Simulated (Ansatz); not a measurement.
# H8N2Si2Sn: basis-set convergence

One table from this session's results is given with a row withheld; the runs are named, their logs left out.

Program: Ansatz 0.2.0, Gaussian basis. Level of theory: one geometry, several basis sets. These are calculated values, not measurements.

The runs, in order: PBE0-D4/def2-SVP; ωB97M-V/def2-SVP; PBE0-D4/def2-QZVPP; ωB97M-V/def2-QZVPP; the functionals' def2-TZVPP values are taken from earlier runs.

## Structure used throughout

All runs share one geometry, relaxed beforehand with PBE0-D4 in a triple-zeta def2 set. Sn takes the def2 core potential; no spin-orbit term is included.

SMILES `[NH2][Sn][N]([SiH3])[SiH3]`, 13 atoms, charge 0, spin multiplicity 1.

Atoms are counted from 1 here; the program's logs count them from 0.

Bond lengths: N1–Sn2 2.015 Å, N1–H6 1.009 Å, N1–H7 1.008 Å, Sn2–N3 2.082 Å, N3–Si4 1.726 Å, N3–Si5 1.726 Å, Si4–H8 1.490 Å, Si4–H9 1.490 Å, Si4–H10 1.492 Å, Si5–H11 1.489 Å, Si5–H12 1.491 Å, Si5–H13 1.490 Å. Angles: Sn2–N1–H6 128.0°, Sn2–N1–H7 121.0°, H6–N1–H7 110.8°, N1–Sn2–N3 95.6°, Sn2–N3–Si4 117.4°, Sn2–N3–Si5 123.6°, Si4–N3–Si5 118.9°, N3–Si4–H8 112.4°, N3–Si4–H9 112.4°, N3–Si4–H10 107.9°, H8–Si4–H9 107.4°, H8–Si4–H10 108.3°, H9–Si4–H10 108.3°, N3–Si5–H11 112.2°, N3–Si5–H12 111.7°, N3–Si5–H13 109.5°, H11–Si5–H12 107.0°, H11–Si5–H13 108.3° and more.

The first run:

File in.yaml:

```yaml
crystal:
  periodic: [false, false, false]
  atoms:
    - {symbol: N, position_ang: [-1.022285, 1.889567, -1.616153]}
    - {symbol: Sn, position_ang: [0.332152, 2.071376, -0.135408]}
    - {symbol: N, position_ang: [0.338490, 0.054693, 0.381344]}
    - {symbol: Si, position_ang: [1.289285, -0.413011, 1.743854]}
    - {symbol: Si, position_ang: [-0.507359, -1.161413, -0.503933]}
    - {symbol: H, position_ang: [-1.557768, 1.073513, -1.872454]}
    - {symbol: H, position_ang: [-1.300082, 2.687015, -2.167361]}
    - {symbol: H, position_ang: [2.343787, -1.403737, 1.388279]}
    - {symbol: H, position_ang: [0.466713, -1.010090, 2.832750]}
    - {symbol: H, position_ang: [1.955336, 0.810296, 2.278403]}
    - {symbol: H, position_ang: [0.032540, -1.331456, -1.881534]}
    - {symbol: H, position_ang: [-1.956367, -0.836252, -0.641402]}
    - {symbol: H, position_ang: [-0.393943, -2.465401, 0.208316]}
basis:
  gaussian: {orbitals: def2-SVP}
hamiltonian: {xc: pbe0, dispersion: d4}
output: {orbitals: {seedname: orbitals}}
```

Started as:

```bash
ansatz run in.yaml --threads 4 --pin off --events-out ev --progress --plain --max-ram 11315MiB
```

Steps of the session up to this table: PBE0-D4 in def2-SVP; ωB97M-V in def2-SVP; PBE0-D4 in def2-QZVPP; ωB97M-V in def2-QZVPP.

One of the session's tables, all rows but one given; the rest of the session is left out.

It belongs to the step «Functionals by basis». 

```
functional       basis  HOMO (eV)  LUMO (eV)
   PBE0-D4    def2-SVP      -7.05      -1.65
   PBE0-D4  def2-TZVPP      -7.19      -1.81
   PBE0-D4  def2-QZVPP      -7.21      -1.85
   ωB97M-V    def2-SVP          ?          ?
   ωB97M-V  def2-TZVPP      -9.38      -0.15
   ωB97M-V  def2-QZVPP      -9.41      -0.23
```

Estimate the missing values for ωB97M-V, def2-SVP.

The run gave: HOMO (eV): -9.22; LUMO (eV): 0.13. In the column «HOMO (eV)» it lies between ωB97M-V, def2-TZVPP (-9.38) and PBE0-D4, def2-QZVPP (-7.21).
